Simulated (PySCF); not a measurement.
# H2O3Si2: relaxation and vibrations and intensities, part 2 of 2

Aim: for H2O3Si2, 2 runs in a chain (relaxation and vibrations and intensities).

PySCF 2.14.0; relaxation, pbe0, def2-tzvp, and further levels as typed in the inputs. Earlier steps stand in the parts before.

**3. Vibrations and intensities: vibrations and intensities, pbe0, def2-tzvp**

It takes the final geometry of step 2.

Input file run.py:

```python
from pyscf import gto, dft
from pyscf.hessian import thermo
import numpy as np
mol = gto.M(atom="mol.xyz", basis="def2-tzvp", charge=1, spin=1, verbose=4)
mf = dft.UKS(mol, xc="pbe0").density_fit().run(conv_tol=1e-9)
mol.verbose = 0; x = mol.atom_coords(); n = x.size; h = np.zeros((n, n + 3))
def point(d):
    m = mol.set_geom_(x + d.reshape(-1, 3), unit="Bohr", inplace=False); s = dft.UKS(m, xc="pbe0").density_fit()
    s.grids.level = 4
    s.run(mf.make_rdm1(), conv_tol=1e-10); g = s.nuc_grad_method(); g.grid_response = True
    return np.append(g.kernel(), s.dip_moment(unit="AU", verbose=0))
for k in range(n): d = np.zeros(n); d[k] = 0.01; h[k] = (point(d) - point(-d)) / 0.02
H = (h[:, :n] + h[:, :n].T) / 2
f = thermo.harmonic_analysis(mol, H.reshape(mol.natm, 3, mol.natm, 3).transpose(0, 2, 1, 3))
print("harmonic vibrations: frequency (1/cm), infrared intensity (km/mol)")
for w, q in zip(f["freq_wavenumber"], f["norm_mode"]): t = q.ravel() @ h[:, n:]; print(f"  {w.real - w.imag:9.2f} {974.88 * t @ t:9.2f}")
```

The run is started by

```
$ python run.py
```

Standard output:

```text
[INPUT] num. atoms = 7
[INPUT] num. electrons = 53
[INPUT] charge = 1
[INPUT] spin (= nelec alpha-beta = 2S) = 1
[INPUT] symmetry False subgroup None
[INPUT] Mole.unit = angstrom
[INPUT] Symbol           X                Y                Z      unit          X                Y                Z       unit  Magmom
[INPUT]  1 H     -0.265719520000   2.150301330000   1.622581680000 AA   -0.502137118751   4.063480598988   3.066234989937 Bohr   0.0
[INPUT]  2 O      0.644176470000   1.889442840000   1.443230780000 AA    1.217317104189   3.570529495620   2.727310908742 Bohr   0.0
[INPUT]  3 Si     1.073625580000   0.791655600000   0.389325900000 AA    2.028858306527   1.496012268978   0.735719324200 Bohr   0.0
[INPUT]  4 O     -0.023093350000   0.368894720000  -0.667793870000 AA   -0.043640106799   0.697109989598  -1.261947521963 Bohr   0.0
[INPUT]  5 H      0.087588710000  -0.183563190000  -1.446740180000 AA    0.165518673504  -0.346884155652  -2.733942713604 Bohr   0.0
[INPUT]  6 O      2.662116000000   0.901642290000  -0.050628200000 AA    5.030670151823   1.703856990426  -0.095673432180 Bohr   0.0
[INPUT]  7 Si     3.179409830000  -0.342533080000   0.908508980000 AA    6.008213816450  -0.647293709804   1.716833153908 Bohr   0.0

nuclear repulsion = 284.109120176168
number of shells = 67
number of NR pGTOs = 280
number of NR cGTOs = 179
basis = def2-tzvp
ecp = {}

******** <class 'pyscf.df.df_jk.DFUKS'> ********
method = DFUKS
initial guess = minao
damping factor = 0
level_shift factor = 0
DIIS = <class 'pyscf.scf.diis.CDIIS'>
diis_start_cycle = 1
diis_space = 8
diis_damp = 0
SCF conv_tol = 1e-09
SCF conv_tol_grad = None
SCF max_cycles = 50
direct_scf = False
number electrons alpha = 27  beta = 26
XC library pyscf.dft.libxc version 7.0.0
    S. Lehtola, C. Steigemann, M. J.T. Oliveira, and M. A.L. Marques.,  SoftwareX 7, 1–5 (2018)
XC functionals = pbe0
    C. Adamo and V. Barone.,  J. Chem. Phys. 110, 6158 (1999)
    M. Ernzerhof and G. E. Scuseria.,  J. Chem. Phys. 110, 5029 (1999)
radial grids:
    Treutler-Ahlrichs [JCP 102, 346 (1995); DOI:10.1063/1.469408] (M4) radial grids

becke partition: Becke, JCP 88, 2547 (1988); DOI:10.1063/1.454033
pruning grids: <function nwchem_prune at 0xe04bc1140180>
grids dens level: 3
symmetrized grids: False
atomic radii adjust function: <function treutler_atomic_radii_adjust at 0xe04bc1140860>
small_rho_cutoff = 0
Set gradient conv threshold to 3.16228e-05
tot grids = 100224
******** <class 'pyscf.df.df.DF'> ********
auxbasis = def2-tzvp-jkfit
init E= -806.268323668492
[... the frontier-level lines of each cycle are left out ...]


cycle= 1 E= -805.074024458109  delta_E= 1.19  |g|= 0.837  |ddm|= 1.67
cycle= 2 E= -804.284831113092  delta_E= 0.789  |g|= 1.61  |ddm|= 1.28
cycle= 3 E= -805.314827739275  delta_E= -1.03  |g|= 0.217  |ddm|= 0.892
cycle= 4 E= -805.329201765515  delta_E= -0.0144  |g|= 0.12  |ddm|= 0.168
cycle= 5 E= -805.334263363345  delta_E= -0.00506  |g|= 0.0149  |ddm|= 0.065
cycle= 6 E= -805.334384191482  delta_E= -0.000121  |g|= 0.00476  |ddm|= 0.0167
cycle= 7 E= -805.334400042143  delta_E= -1.59e-05  |g|= 0.00221  |ddm|= 0.00702
cycle= 8 E= -805.334404249686  delta_E= -4.21e-06  |g|= 0.00117  |ddm|= 0.00338
cycle= 9 E= -805.334405138514  delta_E= -8.89e-07  |g|= 0.000494  |ddm|= 0.00132
cycle= 10 E= -805.334405417879  delta_E= -2.79e-07  |g|= 0.000139  |ddm|= 0.000965
cycle= 11 E= -805.334405460516  delta_E= -4.26e-08  |g|= 5.4e-05  |ddm|= 0.000423
cycle= 12 E= -805.334405464923  delta_E= -4.41e-09  |g|= 3.75e-05  |ddm|= 0.000125
cycle= 13 E= -805.334405466614  delta_E= -1.69e-09  |g|= 1.02e-05  |ddm|= 8.35e-05
cycle= 14 E= -805.334405466765  delta_E= -1.51e-10  |g|= 8.21e-06  |ddm|= 2.37e-05
Extra cycle  E= -805.334405466753  delta_E= 1.16e-11  |g|= 1.4e-05  |ddm|= 1.44e-05
converged SCF energy = -805.334405466753  <S^2> = 0.75969363  2S+1 = 2.0096703
harmonic vibrations: frequency (1/cm), infrared intensity (km/mol)
     124.33      3.16
     203.93     35.86
     249.59     84.12
     275.51     21.90
     312.39    107.18
     344.14     50.82
     381.13     65.81
     676.54    206.45
     733.54    173.56
     750.86     39.09
     868.29    135.02
    1038.98    164.41
    1124.58    116.92
    3863.55    374.89
    3889.67    284.07
```

Wall time 13 min (8 threads of Arm Neoverse N1, shared host).

Harmonic frequencies from the force constants, with isotope-averaged masses (PySCF's default) and rigid motions projected out (i: imaginary):

```tsv
mode	cm⁻¹	IR (km/mol)
1	124	3.2
2	204	35.9
3	250	84.1
4	276	21.9
5	312	107.2
6	344	50.8
7	381	65.8
8	677	206.4
9	734	173.6
10	751	39.1
11	868	135.0
12	1039	164.4
13	1125	116.9
14	3864	374.9
15	3890	284.1
```

**4. Summary of results**

This closing draws on all 2 parts.

| quantity | value |
| --- | --- |
| harmonic frequencies (step 3) | 124 to 3890 cm⁻¹ |
| zero-point energy (step 3) | 0.920 eV |

What this shows: In step 3 all modes are real: a minimum.
